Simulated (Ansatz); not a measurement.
# P (fcc type): a single-point run

Wanted: a converged single-point run for P (fcc type), and a check of what comes out.

Program: Ansatz 0.2.0. Level of theory: Kohn-Sham DFT, with the functional, basis and potentials that each input names (as first typed). These are calculated values, not measurements.

## Step 1: The starting structure

The structure is cubic, space group Fm-3m (No. 225). Conventional cell: a = 3.819 Å, b = 3.819 Å, c = 3.819 Å, α = 90.00°, β = 90.00°, γ = 90.00°. P (site symmetry m-3m) has 12 P at 2.70 Å in its first shell of neighbours.

As a file:

```
CELL_PARAMETERS angstrom
0.00000 1.90970 1.90970
1.90970 0.00000 1.90970
1.90970 1.90970 0.00000
ATOMIC_POSITIONS crystal
P 0.00000 0.00000 0.00000
```

## Step 2: The calculation

input.yaml

```yaml
crystal:
  lattice:
    - [0.0, 1.9096963284, 1.9096963284]
    - [1.9096963284, 0.0, 1.9096963284]
    - [1.9096963284, 1.9096963284, 0.0]
  atoms:
    - { symbol: P, position: [0.0, 0.0, 0.0] }
kpoints:
  mp_grid: { grid: [17, 17, 17] }
  band_path:
    path:
      - [0.0, 0.0, 0.0]
      - [0.5, 0.0, 0.5]
      - [0.625, 0.25, 0.625]
      - [0.375, 0.375, 0.75]
      - [0.0, 0.0, 0.0]
      - [0.5, 0.5, 0.5]
      - [0.5, 0.25, 0.75]
      - [0.5, 0.0, 0.5]
    npoints: 8
scf:
  occupations: { method: fermi_dirac, width: 0.1 }
  max_iter: 80
hamiltonian:
  xc: pbesol
  pseudopotentials: { kind: nc }
output:
  forces: true
  stress: true
  eigenvalues: true
  populations: true
magnetization:
  spin_polarized: true
  spin_orbit: true
```

Command:

```bash
ansatz run input.yaml --threads 1 --pin off --max-ram 2048MiB --backend cpu --events-out ev --progress --plain --runs-dir out
```

**Question.** How will this run end, and is anything wrong with its input?

The program refused the input before any cycle. Its message: «2 input errors — fix all and re-run 1. inconsistent input (magnetization.spin_orbit, magnetization.noncollinear): true requires noncollinear: true — spin–orbit coupling acts on 2-spinor wavefunctions; set both flags»

Look at the input: magnetization.spin_orbit is true. The potentials chosen hold no spin-orbit term, or the run isn't non-collinear.

Fix: delete magnetization.spin_orbit (the default then holds).
